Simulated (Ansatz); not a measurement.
**C₃H₅F₃Si: up Jacob's ladder to CCSD(T)**

One table from this session's results is given with a row withheld; the runs are named, their logs left out.

The runs use Ansatz 0.2.0, Gaussian basis; functionals in def2-TZVPP, the program's frozen cores in correlated methods.

The runs, in order: LDA (SPW92), PBE-D4, revPBE-D4, BLYP-D4, r2SCAN-D4, B97M-V, PBE0-D4, B3LYP-D4, r2SCANh-D4, r2SCAN0-D4, HSE06-D4, BHLYP-D4, CAM-B3LYP-D4, LC-ωPBE, ωB97X-V, ωB97M-V, B2PLYP, PBE-QIDH; CCSD(T)/def2-SVP; CCSD(T)/def2-TZVPP; MP2/def2-QZVPP; extrapolation to the limit; RPA on PBE.

### The relaxed structure

An earlier PBE0-D4 in a triple-zeta def2 set relaxation fixed the geometry.

SMILES `C=CC[Si](F)(F)F`, 12 atoms, charge 0, spin multiplicity 1.

Atoms are counted from 1 here; the program's logs count them from 0.

Bond lengths: C1–C2 1.325 Å, C1–H8 1.085 Å, C1–H9 1.083 Å, C2–C3 1.496 Å, C2–H10 1.087 Å, C3–Si4 1.842 Å, C3–H11 1.095 Å, C3–H12 1.096 Å, Si4–F5 1.579 Å, Si4–F6 1.577 Å, Si4–F7 1.579 Å. Angles: C2–C1–H8 121.7°, C2–C1–H9 121.2°, H8–C1–H9 117.1°, C1–C2–C3 124.8°, C1–C2–H10 119.2°, C3–C2–H10 116.0°, C2–C3–Si4 112.1°, C2–C3–H11 111.1°, C2–C3–H12 111.1°, Si4–C3–H11 107.8°, Si4–C3–H12 107.3°, H11–C3–H12 107.2°, C3–Si4–F5 111.4°, C3–Si4–F6 111.9°, C3–Si4–F7 111.4°, F5–Si4–F6 107.2°, F5–Si4–F7 107.3°, F6–Si4–F7 107.4°.

The first run:

in.yaml

```yaml
crystal:
  periodic: [false, false, false]
  atoms:
    - {symbol: C, position_ang: [0.350061, -0.905058, 1.823322]}
    - {symbol: C, position_ang: [0.792194, -0.436401, 0.665297]}
    - {symbol: C, position_ang: [0.047165, -0.515876, -0.629177]}
    - {symbol: Si, position_ang: [-0.617289, 1.121454, -1.149083]}
    - {symbol: F, position_ang: [-1.260363, 1.050442, -2.589357]}
    - {symbol: F, position_ang: [-1.734198, 1.641738, -0.165388]}
    - {symbol: F, position_ang: [0.518610, 2.216673, -1.195313]}
    - {symbol: H, position_ang: [-0.606431, -1.411552, 1.905682]}
    - {symbol: H, position_ang: [0.931500, -0.798328, 2.730866]}
    - {symbol: H, position_ang: [1.754343, 0.068972, 0.630390]}
    - {symbol: H, position_ang: [-0.794816, -1.211558, -0.557282]}
    - {symbol: H, position_ang: [0.696223, -0.875604, -1.435858]}
basis:
  gaussian: {orbitals: def2-TZVPP}
hamiltonian: {xc: lda}
output: {orbitals: {seedname: orbitals}}
```

Launch:

```sh
$ ansatz run in.yaml --threads 4 --pin off --events-out ev --progress --plain --max-ram 11315MiB
```

Steps of the session up to this table: LDA; PBE-D4 (GGA); revPBE-D4 (GGA); BLYP-D4 (GGA); r2SCAN-D4 (meta-GGA); B97M-V (meta-GGA); B3LYP-D4 (hybrid); r2SCANh-D4 (hybrid); r2SCAN0-D4 (hybrid); HSE06-D4 (hybrid); BHLYP-D4 (hybrid); CAM-B3LYP-D4 (range-separated); LC-ωPBE (range-separated); ωB97X-V (range-separated); ωB97M-V (range-separated); B2PLYP (double hybrid); PBE-QIDH (double hybrid).

One of the session's tables, all rows but one given; the rest of the session is left out.

It belongs to the step «Frontier levels by functional». 

```
  functional  HOMO (eV)  gap (eV)
 LDA (SPW92)      -6.80      5.33
      PBE-D4          ?         ?
   revPBE-D4      -6.52      5.42
     BLYP-D4      -6.44      5.37
   r2SCAN-D4      -6.79      5.83
      B97M-V      -6.80      5.89
     PBE0-D4      -7.74      7.54
    B3LYP-D4      -7.52      7.09
  r2SCANh-D4      -7.23      6.63
  r2SCAN0-D4      -7.88      7.81
    HSE06-D4      -7.34      6.75
    BHLYP-D4      -8.73      9.62
CAM-B3LYP-D4      -9.08     10.02
     LC-ωPBE     -10.47     12.60
     ωB97X-V     -10.07     12.12
     ωB97M-V      -9.97     11.86
```

**Question.** Estimate the row for PBE-D4.

The run gave: HOMO (eV): -6.60; gap (eV): 5.39. In the column «HOMO (eV)» it lies between r2SCAN-D4 (-6.79) and revPBE-D4 (-6.52).
